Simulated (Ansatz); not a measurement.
# InH2I: a ladder of functionals and wavefunction methods

One table from this session's results is given with a row withheld; the runs are named, their logs left out.

Method: functionals in def2-TZVPP, the program's frozen cores in correlated methods; program: Ansatz 0.2.0, Gaussian basis.

Plan: LDA (SPW92), PBE-D4, revPBE-D4, BLYP-D4, r2SCAN-D4, B97M-V, PBE0-D4, B3LYP-D4, r2SCANh-D4, r2SCAN0-D4, HSE06-D4, BHLYP-D4, CAM-B3LYP-D4, LC-ωPBE, ωB97X-V, ωB97M-V, B2PLYP, PBE-QIDH; CCSD(T)/def2-SVP; CCSD(T)/def2-TZVPP; MP2/def2-QZVPP; extrapolation to the limit; RPA on PBE.

## The relaxed structure

All runs share one geometry, relaxed beforehand with PBE0-D4 in a triple-zeta def2 set. In, I take the def2 core potential; no spin-orbit term is included.

SMILES `[InH2][I]`, 4 atoms, charge 0, spin multiplicity 1.

Atoms are counted from 1 here; the program's logs count them from 0.

Bond lengths: In1–I2 2.673 Å, In1–H3 1.708 Å, In1–H4 1.708 Å. Angles: I2–In1–H3 113.9°, I2–In1–H4 113.9°, H3–In1–H4 132.3°.

Set-up of the first run:

Input file in.yaml:

```yaml
crystal:
  periodic: [false, false, false]
  atoms:
    - {symbol: In, position_ang: [-0.303226, -0.035192, -0.104329]}
    - {symbol: I, position_ang: [2.209106, 0.256537, 0.760438]}
    - {symbol: H, position_ang: [-1.007237, -1.535546, 0.310356]}
    - {symbol: H, position_ang: [-0.898653, 1.314201, -0.966455]}
basis:
  gaussian: {orbitals: def2-TZVPP}
hamiltonian: {xc: lda}
output: {orbitals: {seedname: orbitals}}
```

Steps of the session up to this table: LDA; PBE-D4 (GGA); revPBE-D4 (GGA); BLYP-D4 (GGA); r2SCAN-D4 (meta-GGA); B97M-V (meta-GGA); PBE0-D4 (hybrid); B3LYP-D4 (hybrid); r2SCANh-D4 (hybrid); r2SCAN0-D4 (hybrid); HSE06-D4 (hybrid); BHLYP-D4 (hybrid); CAM-B3LYP-D4 (range-separated); LC-ωPBE-D4 (range-separated; the results give it without D4); ωB97X-V (range-separated); ωB97M-V (range-separated); B2PLYP (double hybrid); PBE-QIDH (double hybrid).

One of the session's tables, all rows but one given; the rest of the session is left out.

It belongs to the step «Frontier levels by functional». 

```
  functional  HOMO (eV)  LUMO (eV)  gap (eV)
 LDA (SPW92)      -6.34      -3.07      3.28
      PBE-D4      -6.20      -2.79      3.41
   revPBE-D4          ?          ?         ?
     BLYP-D4      -6.03      -2.75      3.28
   r2SCAN-D4      -6.47      -2.54      3.93
      B97M-V      -6.51      -2.78      3.72
     PBE0-D4      -7.30      -2.09      5.21
    B3LYP-D4      -7.06      -2.36      4.70
  r2SCANh-D4      -6.88      -2.30      4.58
  r2SCAN0-D4      -7.48      -1.94      5.54
    HSE06-D4      -6.91      -2.45      4.46
    BHLYP-D4      -8.24      -1.45      6.78
CAM-B3LYP-D4      -8.53      -1.30      7.23
     LC-ωPBE      -9.85      -0.20      9.65
     ωB97X-V      -9.52      -0.33      9.19
     ωB97M-V      -9.40      -0.57      8.82
```

Estimate the missing values for revPBE-D4.

As computed: HOMO (eV): -6.15; LUMO (eV): -2.67; gap (eV): 3.48. In the column «HOMO (eV)» it lies between PBE-D4 (-6.20) and BLYP-D4 (-6.03).
